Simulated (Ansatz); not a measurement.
**CH5NSSn: one species, many methods**

The task here is to estimate one member of a computed series from the others.

Method: functionals in def2-TZVPP, the program's frozen cores in correlated methods; program: Ansatz 0.2.0, Gaussian basis.

The runs, in order: PBE-D4, r2SCAN-D4, PBE0-D4, B3LYP-D4, ωB97X-V, ωB97M-V, B2PLYP; CCSD(T)/def2-TZVPP; MP2/def2-QZVPP; extrapolation to the limit.

**The geometry**

An earlier PBE0-D4 in a triple-zeta def2 set relaxation fixed the geometry. Sn takes the def2 core potential; no spin-orbit term is included.

9 atoms, charge 0, spin multiplicity 1.

Atoms are counted from 1 here; the program's logs count them from 0.

Bond lengths: N1–C2 1.264 Å, N1–H5 1.018 Å, C2–S3 1.766 Å, C2–Sn4 2.174 Å, S3–H6 1.342 Å, Sn4–H7 1.707 Å, Sn4–H8 1.705 Å, Sn4–H9 1.705 Å. Angles: C2–N1–H5 112.5°, N1–C2–S3 116.2°, N1–C2–Sn4 125.1°, S3–C2–Sn4 118.7°, C2–S3–H6 97.1°, C2–Sn4–H7 104.9°, C2–Sn4–H8 109.9°, C2–Sn4–H9 109.9°, H7–Sn4–H8 111.2°, H7–Sn4–H9 111.2°, H8–Sn4–H9 109.6°.

Set-up of the first run:

in.yaml reads:

```yaml
crystal:
  periodic: [false, false, false]
  atoms:
    - {symbol: N, position_ang: [0.610011, 0.860432, -1.754745]}
    - {symbol: C, position_ang: [0.666525, 0.469542, -0.554560]}
    - {symbol: S, position_ang: [2.167179, 0.816930, 0.310003]}
    - {symbol: Sn, position_ang: [-0.922634, -0.579812, 0.494540]}
    - {symbol: H, position_ang: [-0.276956, 0.631476, -2.198002]}
    - {symbol: H, position_ang: [1.815838, 0.263871, 1.481306]}
    - {symbol: H, position_ang: [-2.186971, -0.714477, -0.643673]}
    - {symbol: H, position_ang: [-0.373259, -2.115367, 0.991120]}
    - {symbol: H, position_ang: [-1.411132, 0.321205, 1.856912]}
basis:
  gaussian: {orbitals: def2-TZVPP}
hamiltonian: {xc: pbe, dispersion: d4}
output: {forces: true, orbitals: {seedname: orbitals}}
```

Command:

```sh
> ansatz run in.yaml --threads 4 --pin off --events-out ev --progress --plain --max-ram 10444MiB
```

Among the steps run: PBE-D4 (GGA); r2SCAN-D4 (meta-GGA); PBE0-D4 (hybrid); B3LYP-D4 (hybrid); ωB97X-V (range-separated); ωB97M-V (range-separated); B2PLYP (double hybrid); CCSD(T) in def2-TZVPP; MP2 in def2-QZVPP.

One table of the session follows, with a row left open; its other results are not shown here.

```
            method  atomisation energy (kJ/mol)
            PBE-D4                       2778.0
         r2SCAN-D4                       2703.4
           PBE0-D4                       2701.4
          B3LYP-D4                       2706.8
           ωB97X-V                       2729.3
           ωB97M-V                       2715.9
            B2PLYP                       2659.4
     HF/def2-TZVPP                       1751.1
    MP2/def2-TZVPP                       2630.9
   CCSD/def2-TZVPP                       2563.0
CCSD(T)/def2-TZVPP                            ?
           MP2/CBS                       2719.7
       CCSD(T)/CBS                       2713.5
```

**Question.** Estimate the row for CCSD(T)/def2-TZVPP.

The run gave: atomisation energy (kJ/mol): 2624.7. In the column «atomisation energy (kJ/mol)» it lies between CCSD/def2-TZVPP (2563.0) and MP2/def2-TZVPP (2630.9).

Limits of these values: Free atoms (1 N, 1 C, 1 S, 1 Sn, 5 H) were run apart at each level; the atomisation energy is their sum less the molecule, without zero-point or spin-orbit terms.
